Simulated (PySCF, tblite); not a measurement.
# 1,2-dimethylpyrazolidine (C5H12N2): geometry, infrared bands and NMR shifts

Wanted: the infrared bands and NMR shifts of 1,2-dimethylpyrazolidine (C5H12N2) (`CN1CCCN1C`), by calculation.

Programs: tblite 0.8.0 and PySCF 2.14.0, with density-fitted response routines of our own. Each step states its level of theory. These are calculated values for one molecule in the gas phase, unless marked as measured. Atoms count from 0, in the outputs and in this text.

### 1 The molecule as given

19 atoms, charge 0, multiplicity 1; geometry from: force field or distance geometry start.

Bonds of the start (Å): C0–N1 1.47, N1–C2 1.45, C2–C3 1.51, C3–C4 1.53, C4–N5 1.47, N5–C6 1.47, N5–N1 1.47, C0–H7 1.09, C0–H8 1.10, C0–H9 1.10, C2–H10 1.10, C2–H11 1.10, C3–H12 1.10, C3–H13 1.09, C4–H14 1.10, C4–H15 1.10, C6–H16 1.09, C6–H17 1.10, C6–H18 1.10.

### 2 Geometry optimisation with GFN2-xTB

Job settings and geometry (Å):

```
{"job": {"kind": "relax", "xc": "GFN2-xTB", "basis": "xTB"}, "charge": 0, "multiplicity": 1}
C     -0.524200    -2.056600    -0.058100
N     -0.256100    -0.665100    -0.452200
C     -1.448800     0.152700    -0.352200
C     -0.886500     1.547400    -0.175500
C      0.282200     1.284300     0.768700
N      0.717700    -0.094400     0.485300
C      2.034100    -0.092400    -0.176400
H      0.372800    -2.667500    -0.148500
H     -0.891500    -2.140200     0.975200
H     -1.290800    -2.487400    -0.720000
H     -2.084500    -0.109500     0.507300
H     -2.070200     0.081100    -1.260500
H     -1.617600     2.239600     0.268100
H     -0.527800     1.941200    -1.127100
H      1.063200     2.052500     0.646200
H     -0.059400     1.333000     1.815200
H      2.031000     0.471900    -1.110100
H      2.356900    -1.125500    -0.387600
H      2.789600     0.344000     0.494900
```

Launch:

```console
> OMP_NUM_THREADS=1 python probes_run.py task.json out
```

The driver reads the jobs from task.json and runs them one after another.

**Question.** This job is followed by: GFN2-xTB harmonic vibrations, gas phase; GIAO PBE0/pcSseg-1 NMR shielding, non-relativistic, gas phase. What will the session give for the following? strongest single infrared mode (GFN2-xTB); zero-point energy (GFN2-xTB); 13C shifts against TMS (PBE0/pcSseg-1, means over atoms taken as alike); 1H shifts against TMS (PBE0/pcSseg-1, means over atoms taken as alike); 15N shifts against NH3 (PBE0/pcSseg-1, means over atoms taken as alike).

**Answer**, as computed:

```
                                                               quantity                 value
                              strongest single infrared mode (GFN2-xTB)  2948 cm⁻¹, 81 km/mol
                                           zero-point energy (GFN2-xTB)        106.3 kcal/mol
13C shifts against TMS (PBE0/pcSseg-1, means over atoms taken as alike)  51.6, 46.9, 27.6 ppm
 1H shifts against TMS (PBE0/pcSseg-1, means over atoms taken as alike)  2.90, 2.46, 2.05 ppm
15N shifts against NH3 (PBE0/pcSseg-1, means over atoms taken as alike)             120.5 ppm
```

What this shows: Relaxing lowered the energy by 0.173 eV in 123 steps; the close pair that moved most is N1–N5, from 1.467 to 1.422 Å. No mode is imaginary among the 51: a minimum at this level. GFN2-xTB is a fitted tight-binding method: band positions and strengths are rough. Its intensities can rank the bands wrongly. H10, H11, H14, H15 (mean) (hydrogen on an sp3 CH2 bonded to N) lies farthest downfield among hydrogen, at 2.90 ppm; its carbon carries N, which withdraws density. At PBE0/pcSseg-1: The widest tensor belongs to N1, N5: span 178 ppm, with a paramagnetic part of -174 ppm.
